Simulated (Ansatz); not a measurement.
Crystal: BaMn2Bi2.

```
CELL_PARAMETERS angstrom
-2.24629 2.24629 7.27818
2.24629 -2.24629 7.27818
2.24629 2.24629 -7.27818
ATOMIC_POSITIONS crystal
Bi 0.63321 0.63321 0.00000
Bi 0.36679 0.36679 0.00000
Ba 0.00000 0.00000 0.00000
Mn 0.75000 0.25000 0.50000
Mn 0.25000 0.75000 0.50000
```

The cell is a database's computed one.

Alike in all runs: program Ansatz 0.2.0; functional PBE; potentials or basis Ansatz PAW; cutoff 420 eV (not typed: the program's choice for these potentials); k mesh 8 × 8 × 8; occupations fermi-dirac, width 0.05 eV.

The same cell was started in several ways:

```tsv
start	free energy over the lowest (meV/atom)	net moment (μB)	site or absolute moments (μB)	gap
collinear spin, ferromagnetic start of up to 4 μB	109.0	8.28	Bi -0.05; Ba +0.06; Mn +3.90	none (metal or under the smearing width)
collinear spin, antiferromagnetic start of up to 4 μB	0.0	0.00	Bi +0.00; Ba +0.00; Mn +3.91, -3.91	0.18 eV
collinear spin, random start of up to 2.51 μB	0.0	0.00	Bi -0.00; Ba -0.00; Mn -3.91, +3.91	0.18 eV
collinear spin, ferrimagnetic start of up to 4 μB	0.0	0.00	Bi +0.00; Ba +0.00; Mn +3.91, -3.91	0.18 eV
no spin polarisation	609.1	-	-	none (metal or under the smearing width)
```

The spin-polarised runs without a constraint all converged, yet they end up to 109 meV/atom apart: a converged run can sit in a state that isn't the lowest. Allowing spin polarisation gains 609 meV/atom. A still lower state may exist.

Caveats: spin-orbit coupling is left out, which as a rule narrows the gap of such compounds by several tenths of an eV (some runs); spin-orbit coupling is left out, which moves the levels of the heavy elements (some runs); the starting moments weren't kept (some runs); the magnetic or orbital state may not be the lowest (some runs); forces of over 1 eV/Å show positions far from the minimum, so gaps and moduli don't describe the material at rest (some runs).
